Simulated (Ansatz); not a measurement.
# CH₁₀AlBSi₂: small, medium and large basis sets

How large a basis does CH₁₀AlBSi₂ need? Two functionals are run in growing sets.

Program: Ansatz 0.2.0, Gaussian basis. Level of theory: one geometry, several basis sets. These are calculated values, not measurements.

The runs, in order: PBE0-D4/def2-SVP; ωB97M-V/def2-SVP; PBE0-D4/def2-QZVPP; ωB97M-V/def2-QZVPP; the functionals' def2-TZVPP values are taken from earlier runs.

### Step 1. The relaxed structure

All runs share one geometry, relaxed beforehand with PBE0-D4 in a triple-zeta def2 set.

SMILES `CB[SiH2][SiH2][AlH2]`, 15 atoms, charge 0, spin multiplicity 1.

Atoms are counted from 1 here; the program's logs count them from 0.

Bond lengths: C1–B2 1.562 Å, C1–H6 1.103 Å, C1–H7 1.102 Å, C1–H8 1.095 Å, B2–Si3 2.002 Å, B2–H9 1.198 Å, Si3–Si4 2.353 Å, Si3–H10 1.488 Å, Si3–H11 1.495 Å, Si4–Al5 2.452 Å, Si4–H12 1.492 Å, Si4–H13 1.492 Å, Al5–H14 1.590 Å, Al5–H15 1.589 Å. Angles: B2–C1–H6 115.8°, B2–C1–H7 107.3°, B2–C1–H8 113.0°, H6–C1–H7 109.7°, H6–C1–H8 106.6°, H7–C1–H8 103.7°, C1–B2–Si3 118.4°, C1–B2–H9 117.5°, Si3–B2–H9 123.8°, B2–Si3–Si4 101.1°, B2–Si3–H10 117.7°, B2–Si3–H11 108.3°, Si4–Si3–H10 114.6°, Si4–Si3–H11 105.2°, H10–Si3–H11 109.0°, Si3–Si4–Al5 103.7°, Si3–Si4–H12 109.6°, Si3–Si4–H13 109.0° and more.

Coordinates:

```
C    -1.4489   -0.1978    1.0179
B    -0.0468   -0.3578    1.6887
Si    1.4833   -0.9809    0.5575
Si    1.4566    0.6238   -1.1628
Al   -0.9176    0.8147   -1.7443
H    -1.5702   -0.6841    0.0359
H    -1.6467    0.8822    0.9247
H    -2.2685   -0.5590    1.6486
H     0.0684    0.0106    2.8230
H     2.8051   -1.1593    1.2174
H     1.0896   -2.2650   -0.0988
H     2.3140    0.1607   -2.2928
H     2.0324    1.8996   -0.6459
H    -1.6268   -0.3647   -2.5398
H    -1.7461    2.1265   -1.3999
```

### Step 2. PBE0-D4 in def2-SVP

Input file in.yaml:

```yaml
crystal:
  periodic: [false, false, false]
  atoms:
    - {symbol: C, position_ang: [-1.448880, -0.197807, 1.017879]}
    - {symbol: B, position_ang: [-0.046849, -0.357846, 1.688675]}
    - {symbol: Si, position_ang: [1.483292, -0.980917, 0.557483]}
    - {symbol: Si, position_ang: [1.456602, 0.623754, -1.162847]}
    - {symbol: Al, position_ang: [-0.917551, 0.814690, -1.744296]}
    - {symbol: H, position_ang: [-1.570181, -0.684113, 0.035870]}
    - {symbol: H, position_ang: [-1.646685, 0.882209, 0.924744]}
    - {symbol: H, position_ang: [-2.268452, -0.559040, 1.648649]}
    - {symbol: H, position_ang: [0.068415, 0.010600, 2.822956]}
    - {symbol: H, position_ang: [2.805145, -1.159280, 1.217426]}
    - {symbol: H, position_ang: [1.089602, -2.264984, -0.098796]}
    - {symbol: H, position_ang: [2.314028, 0.160702, -2.292757]}
    - {symbol: H, position_ang: [2.032397, 1.899616, -0.645917]}
    - {symbol: H, position_ang: [-1.626752, -0.364727, -2.539767]}
    - {symbol: H, position_ang: [-1.746131, 2.126541, -1.399902]}
basis:
  gaussian: {orbitals: def2-SVP}
hamiltonian: {xc: pbe0, dispersion: d4}
output: {orbitals: {seedname: orbitals}}
```

The runs that follow: ωB97M-V in def2-SVP; PBE0-D4 in def2-QZVPP; ωB97M-V in def2-QZVPP.

**Question.** What will the summary of the whole plan be? Wanted: PBE0-D4: double and triple zeta above quadruple; ωB97M-V: double and triple zeta above quadruple.

**Answer**, as computed:

| quantity | value |
| --- | --- |
| PBE0-D4: double and triple zeta above quadruple | 10.56, 0.83 eV |
| ωB97M-V: double and triple zeta above quadruple | 10.75, 0.80 eV |

**Reading.** PBE0-D4 gains 9.73 eV from double to triple zeta, then 0.83 eV more. Total energies overstate the basis error of differences, where much of it tends to cancel.
